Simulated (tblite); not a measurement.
# CH6BCl3Si2: the cost of one run

Computed with tblite 0.8.0 and PySCF 2.14.0, with density-fitted response routines of our own, on a single molecule in the gas phase. Atoms are numbered from 0 throughout.

## (1) The starting structure

13 atoms, charge 0, multiplicity 1; geometry from: force field or distance geometry start.

Bonds of the start (Å): Si0–C1 1.87, C1–Cl2 1.79, C1–Si3 1.86, Si3–B4 1.95, B4–Cl5 1.82, B4–Cl6 1.86, Si0–H7 1.46, Si0–H8 1.48, Si0–H9 1.48, C1–H10 1.12, Si3–H11 1.47, Si3–H12 1.44.

## (2) Relaxing the molecule with GFN2-xTB

What the job is given:

```
{"job": {"kind": "relax", "xc": "GFN2-xTB", "basis": "xTB"}, "charge": 0, "multiplicity": 1}
Si    -1.834700     0.222200     0.811000
C     -0.694500    -0.820500    -0.246200
Cl     0.030300    -2.081000     0.805300
Si     0.579200     0.359600    -0.912800
B      2.373000    -0.026400    -0.257900
Cl     2.765400    -1.365200     0.917000
Cl     3.573500     1.385000    -0.417900
H     -3.053500    -0.482400     1.192100
H     -1.088300     0.727500     1.981300
H     -2.192100     1.381400    -0.041600
H     -1.309700    -1.297300    -1.045100
H      0.271700     1.726300    -0.451200
H      0.575600     0.271400    -2.351800
```

Started as:

```
OMP_NUM_THREADS=1 python probes_run.py task.json out
```

The driver reads the jobs from task.json and runs them one after another.

**Question.** How long does this first job take on 1 thread of Arm Neoverse V1, shared host?

About 1.8 s.
